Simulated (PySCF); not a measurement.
# [Gd(NH3)2]3+: how settings move a single point

Aim: repeat the single point on relaxed [Gd(NH3)2]3+ with altered settings, some of them bad on purpose. The species was built from a template and needn't be a known compound.

The runs use PySCF 2.14.0; TPSS, Gd lcecp-1-SVP with ECP53, N def2-SVP, H def2-SVP; scalar-relativistic core potentials, no spin–orbit coupling.

4 further runs of the same task are left out: 2 for a known fault of the program, 1 that didn't finish, 1 set aside as unsound or not needed.

## 1. Where the work starts

9 atoms, charge 3, spin multiplicity 1.

Bond lengths: Gd1–N2 2.407 Å, Gd1–N6 2.408 Å, N2–H3 1.048 Å, N2–H4 1.048 Å, N2–H5 1.047 Å, N6–H7 1.048 Å, N6–H8 1.048 Å, N6–H9 1.048 Å. Angles: N2–Gd1–N6 112.1°, Gd1–N2–H3 114.9°, Gd1–N2–H4 115.2°, Gd1–N2–H5 116.8°, H3–N2–H4 102.5°, H3–N2–H5 102.8°, H4–N2–H5 102.8°, Gd1–N6–H7 116.1°, Gd1–N6–H8 116.1°, Gd1–N6–H9 114.4°, H7–N6–H8 102.8°, H7–N6–H9 102.7°, H8–N6–H9 102.8°.

As a file:

```xyz
9

Gd    0.1078    1.1485    0.0001
N    -0.0066   -0.1915    1.9959
H     0.7705   -0.0297    2.6806
H    -0.8617   -0.0430    2.5842
H     0.0091   -1.2303    1.8679
N    -0.0087   -0.1915   -1.9972
H     0.7946   -0.8440   -2.1616
H    -0.8407   -0.8224   -2.0818
H    -0.0440    0.3598   -2.8881
```

Formal oxidation states: Gd +3. Each metal's 7 4f electrons lie in its core potential, so multiplicities, spins and levels count the valence alone. An earlier session relaxed this geometry at TPSS, Gd lcecp-1-SVP with ECP53, N def2-SVP, H def2-SVP (singlet, point group C1).

The sound run used a (50, 194) grid (finer on f atoms), a threshold of 1e-8 and at most 55 cycles, and ended at -147.803300 Eh.

## 2. Try 1

The input, run.py (the lines that set the calculation):

```python
mol = gto.M(atom='''
Gd     0.10782     1.14854     0.00012
N     -0.00664    -0.19151     1.99593
H      0.77052    -0.02975     2.68059
H     -0.86173    -0.04302     2.58424
H      0.00906    -1.23027     1.86786
N     -0.00874    -0.19154    -1.99720
H      0.79459    -0.84397    -2.16163
H     -0.84071    -0.82244    -2.08181
H     -0.04404     0.35978    -2.88809''',
    basis={'Gd': 'lcecp-1-SVP', 'N': 'def2-SVP', 'H': 'def2-SVP'},
    ecp={'Gd': 'lcecp-1-SVP'},
    charge=3, spin=0)
mf = dft.RKS(mol, xc='TPSS')
mf.grids.atom_grid = (50, 194)  # f atoms: unpruned, at least (60, 302)
mf = mf.density_fit()  # fitting sets: Gd AutoAux, N def2-universal-JKFIT, H def2-universal-JKFIT
mf.conv_tol = 1e-06; mf.max_cycle = 55
mf.kernel(dm0)  # dm0: free metal ions and neutral atoms
```

Launch:

```
OMP_NUM_THREADS=2 python run.py
```

The program printed:

```text
init E= -140.716354230359
  HOMO = -1.34009402427139  LUMO = -0.727040136442163  gap/eV = 16.68205
cycle= 1 E= -145.957715458339  delta_E= -5.24  |g|= 2.93  |ddm|= 3.06
  HOMO = -0.671878208761354  LUMO = -0.64797199351421  gap/eV = 0.65052
cycle= 2 E= -128.291832872328  delta_E= 17.7  |g|= 5.81  |ddm|= 7.95
  HOMO = -0.825148258815043  LUMO = -0.550466770972427  gap/eV = 7.47446
cycle= 3 E= -147.363997748189  delta_E= -19.1  |g|= 1.22  |ddm|= 7.78
  HOMO = -0.923324004013775  LUMO = -0.728414793049334  gap/eV = 5.30375
cycle= 4 E= -147.790929719632  delta_E= -0.427  |g|= 0.209  |ddm|= 2.12
  HOMO = -0.891294253744178  LUMO = -0.694862664528766  gap/eV = 5.34518
cycle= 5 E= -147.802897036175  delta_E= -0.012  |g|= 0.0407  |ddm|= 0.27
  HOMO = -0.893731597693007  LUMO = -0.691874062872578  gap/eV = 5.49282
cycle= 6 E= -147.803230731504  delta_E= -0.000334  |g|= 0.0172  |ddm|= 0.0455
  HOMO = -0.894959438389324  LUMO = -0.692559114317226  gap/eV = 5.50759
cycle= 7 E= -147.803280367149  delta_E= -4.96e-05  |g|= 0.00921  |ddm|= 0.0193
  HOMO = -0.895493791185732  LUMO = -0.692793672624574  gap/eV = 5.51575
cycle= 8 E= -147.803299279654  delta_E= -1.89e-05  |g|= 0.00142  |ddm|= 0.00783
  HOMO = -0.895470121364269  LUMO = -0.692713635671074  gap/eV = 5.51729
cycle= 9 E= -147.8032997468  delta_E= -4.67e-07  |g|= 0.000277  |ddm|= 0.00132
  HOMO = -0.895509175130171  LUMO = -0.692690252305887  gap/eV = 5.51898
Extra cycle  E= -147.803299740774  delta_E= 6.03e-09  |g|= 0.00032  |ddm|= 0.0006
converged SCF energy = -147.803299740774
```

Run time: 4.6 s. Hardware: 2 threads of Arm Neoverse V2, shared host.

Changed: the SCF threshold (1e-06). It converges in 9 cycles, at the sound run's energy within 0.001 eV, with a largest force component of 0.01 eV/Å. The result survives the change.

## 3. Try 2

run.py (the lines that set the calculation): that of step 2 with these lines changed.

```diff
@@ -14,5 +14,5 @@
 mf = dft.RKS(mol, xc='TPSS')
-mf.grids.atom_grid = (50, 194)  # f atoms: unpruned, at least (60, 302)
+mf.grids.atom_grid = (10, 14)  # f atoms: unpruned
 mf = mf.density_fit()  # fitting sets: Gd AutoAux, N def2-universal-JKFIT, H def2-universal-JKFIT
-mf.conv_tol = 1e-06; mf.max_cycle = 55
+mf.conv_tol = 1e-08; mf.max_cycle = 55
 mf.kernel(dm0)  # dm0: free metal ions and neutral atoms
```

Launch:

```
OMP_NUM_THREADS=2 python run.py
```

The program printed:

```text
init E= -140.775896880761
  HOMO = -1.31409331063055  LUMO = -0.735543731545779  gap/eV = 15.74314
cycle= 1 E= -146.009773103964  delta_E= -5.23  |g|= 2.94  |ddm|= 3.13
  HOMO = -0.687353879763942  LUMO = -0.647575360245811  gap/eV = 1.08243
cycle= 2 E= -127.817454862381  delta_E= 18.2  |g|= 5.76  |ddm|= 8.38
  HOMO = -0.796064988155928  LUMO = -0.558379314833527  gap/eV = 6.46776
cycle= 3 E= -147.422535878601  delta_E= -19.6  |g|= 1.24  |ddm|= 8.22
  HOMO = -0.90080217860417  LUMO = -0.733046674927245  gap/eV = 4.56486
cycle= 4 E= -147.877800836196  delta_E= -0.455  |g|= 0.221  |ddm|= 2.33
  HOMO = -0.87132781682519  LUMO = -0.696530683724291  gap/eV = 4.75647
cycle= 5 E= -147.892645110761  delta_E= -0.0148  |g|= 0.0472  |ddm|= 0.329
  HOMO = -0.876578022758851  LUMO = -0.693782089538866  gap/eV = 4.97413
cycle= 6 E= -147.893135245323  delta_E= -0.00049  |g|= 0.0171  |ddm|= 0.0566
  HOMO = -0.876500617828842  LUMO = -0.694597761057347  gap/eV = 4.94983
cycle= 7 E= -147.893176340401  delta_E= -4.11e-05  |g|= 0.0113  |ddm|= 0.0232
  HOMO = -0.877647422060422  LUMO = -0.694778353872406  gap/eV = 4.97612
cycle= 8 E= -147.893205158421  delta_E= -2.88e-05  |g|= 0.00231  |ddm|= 0.0114
  HOMO = -0.87744352791402  LUMO = -0.694600794453392  gap/eV = 4.97540
cycle= 9 E= -147.893206503978  delta_E= -1.35e-06  |g|= 0.000345  |ddm|= 0.00248
  HOMO = -0.877454714545985  LUMO = -0.694586820603337  gap/eV = 4.97609
cycle= 10 E= -147.893206536793  delta_E= -3.28e-08  |g|= 5.25e-05  |ddm|= 0.000441
  HOMO = -0.877454539550548  LUMO = -0.69458372690002  gap/eV = 4.97617
cycle= 11 E= -147.893206538006  delta_E= -1.21e-09  |g|= 1.47e-05  |ddm|= 0.000111
  HOMO = -0.877455702674673  LUMO = -0.694586660049747  gap/eV = 4.97612
Extra cycle  E= -147.893206538056  delta_E= -5.06e-11  |g|= 9.85e-06  |ddm|= 2.8e-05
converged SCF energy = -147.893206538056
```

It took 2.3 s on 2 threads of Arm Neoverse V2, shared host.

Changed: the integration grid, to (10, 14). It converges in 11 cycles, -2.446 eV from the sound run, with a largest force component of 2.02 eV/Å. The setting is unsound, so these numbers aren't the compound's.

## 4. Try 3

run.py (the lines that set the calculation): that of step 3 with these lines changed.

```diff
@@ -14,3 +14,3 @@
 mf = dft.RKS(mol, xc='TPSS')
-mf.grids.atom_grid = (10, 14)  # f atoms: unpruned
+mf.grids.atom_grid = (99, 590)  # f atoms: unpruned, at least (60, 302)
 mf = mf.density_fit()  # fitting sets: Gd AutoAux, N def2-universal-JKFIT, H def2-universal-JKFIT
```

Launch:

```
OMP_NUM_THREADS=2 python run.py
```

The program printed:

```text
init E= -140.716238202866
  HOMO = -1.34008805018274  LUMO = -0.727056027097294  gap/eV = 16.68145
cycle= 1 E= -145.957628377362  delta_E= -5.24  |g|= 2.93  |ddm|= 3.06
  HOMO = -0.671876297686337  LUMO = -0.647978299413142  gap/eV = 0.65030
cycle= 2 E= -128.291433439005  delta_E= 17.7  |g|= 5.81  |ddm|= 7.95
  HOMO = -0.82515667945378  LUMO = -0.550475407507058  gap/eV = 7.47446
cycle= 3 E= -147.363865020692  delta_E= -19.1  |g|= 1.22  |ddm|= 7.78
  HOMO = -0.923326612682053  LUMO = -0.728434702910979  gap/eV = 5.30328
cycle= 4 E= -147.790809998313  delta_E= -0.427  |g|= 0.209  |ddm|= 2.12
  HOMO = -0.891300617478182  LUMO = -0.694871842442844  gap/eV = 5.34510
cycle= 5 E= -147.802778611293  delta_E= -0.012  |g|= 0.0407  |ddm|= 0.27
  HOMO = -0.89373838727009  LUMO = -0.691884791973654  gap/eV = 5.49272
cycle= 6 E= -147.803112172169  delta_E= -0.000334  |g|= 0.0172  |ddm|= 0.0455
  HOMO = -0.894966261213846  LUMO = -0.692569239359732  gap/eV = 5.50750
cycle= 7 E= -147.803161986105  delta_E= -4.98e-05  |g|= 0.00921  |ddm|= 0.0193
  HOMO = -0.895502062205868  LUMO = -0.692804741756678  gap/eV = 5.51568
cycle= 8 E= -147.803180899425  delta_E= -1.89e-05  |g|= 0.00142  |ddm|= 0.00783
  HOMO = -0.895478380394071  LUMO = -0.692724726701744  gap/eV = 5.51721
cycle= 9 E= -147.803181365382  delta_E= -4.66e-07  |g|= 0.000277  |ddm|= 0.00132
  HOMO = -0.895487743880551  LUMO = -0.692712170301111  gap/eV = 5.51780
cycle= 10 E= -147.803181384255  delta_E= -1.89e-08  |g|= 3.71e-05  |ddm|= 0.000301
  HOMO = -0.895487966017226  LUMO = -0.692707946849479  gap/eV = 5.51793
cycle= 11 E= -147.803181384648  delta_E= -3.93e-10  |g|= 5.55e-06  |ddm|= 4.45e-05
  HOMO = -0.895489125583218  LUMO = -0.692708142179326  gap/eV = 5.51795
Extra cycle  E= -147.80318138465  delta_E= -1.76e-12  |g|= 5.73e-06  |ddm|= 1.01e-05
converged SCF energy = -147.80318138465
```

Wall time 15 s (2 threads of Arm Neoverse V2, shared host).

Changed: the integration grid, to (99, 590). It converges in 11 cycles, +0.003 eV from the sound run, with a largest force component of 0.01 eV/Å. The result survives the change.

## 5. Try 4

run.py (the lines that set the calculation): that of step 4 with these lines changed.

```diff
@@ -14,5 +14,5 @@
 mf = dft.RKS(mol, xc='TPSS')
-mf.grids.atom_grid = (99, 590)  # f atoms: unpruned, at least (60, 302)
+mf.grids.atom_grid = (50, 194)  # f atoms: unpruned, at least (60, 302)
 mf = mf.density_fit()  # fitting sets: Gd AutoAux, N def2-universal-JKFIT, H def2-universal-JKFIT
 mf.conv_tol = 1e-08; mf.max_cycle = 55
-mf.kernel(dm0)  # dm0: free metal ions and neutral atoms
+mf.kernel(dm0)  # dm0: smeared density
```

Launch:

```
OMP_NUM_THREADS=2 python run.py
```

The program printed:

```text
init E= -147.769895672283
  HOMO = -0.90068031571879  LUMO = -0.684417996666015  gap/eV = 5.88480
cycle= 1 E= -147.80210332411  delta_E= -0.0322  |g|= 0.0601  |ddm|= 0.101
  HOMO = -0.886798407758703  LUMO = -0.700256087349303  gap/eV = 5.07608
cycle= 2 E= -147.799556915043  delta_E= 0.00255  |g|= 0.12  |ddm|= 0.209
  HOMO = -0.89577422150002  LUMO = -0.694715201105955  gap/eV = 5.47109
cycle= 3 E= -147.8032825716  delta_E= -0.00373  |g|= 0.00609  |ddm|= 0.112
  HOMO = -0.895329573147924  LUMO = -0.692571009132556  gap/eV = 5.51734
cycle= 4 E= -147.803299535155  delta_E= -1.7e-05  |g|= 0.000954  |ddm|= 0.0135
  HOMO = -0.895473769918569  LUMO = -0.692694649180406  gap/eV = 5.51790
cycle= 5 E= -147.803299762405  delta_E= -2.27e-07  |g|= 0.000127  |ddm|= 0.00104
  HOMO = -0.895479180259419  LUMO = -0.692695913492493  gap/eV = 5.51801
cycle= 6 E= -147.803299765503  delta_E= -3.1e-09  |g|= 5.08e-05  |ddm|= 0.000127
  HOMO = -0.895481877899948  LUMO = -0.692697744523152  gap/eV = 5.51804
Extra cycle  E= -147.803299764142  delta_E= 1.36e-09  |g|= 9.24e-05  |ddm|= 0.000114
converged SCF energy = -147.803299764142
```

Wall time 4 s (2 threads of Arm Neoverse V2, shared host).

Changed: the starting guess (smeared density). It converges in 6 cycles, at the sound run's energy within 0.001 eV, with a largest force component of 0.01 eV/Å. The result survives the change.

## 6. Side by side

| run | changed | ending | energy change (eV) | cycles | time | usable |
| --- | --- | --- | --- | --- | --- | --- |
| 1 | the SCF threshold | converged | 0.000 | 9 | 4.6 s | yes |
| 2 | the integration grid | converged | -2.446 | 11 | 2.3 s | no |
| 3 | the integration grid | converged | +0.003 | 11 | 15 s | yes |
| 4 | the starting guess | converged | 0.000 | 6 | 4 s | yes |

3 of 4 altered runs give a usable result. 1 ended normally with numbers unfit to quote.
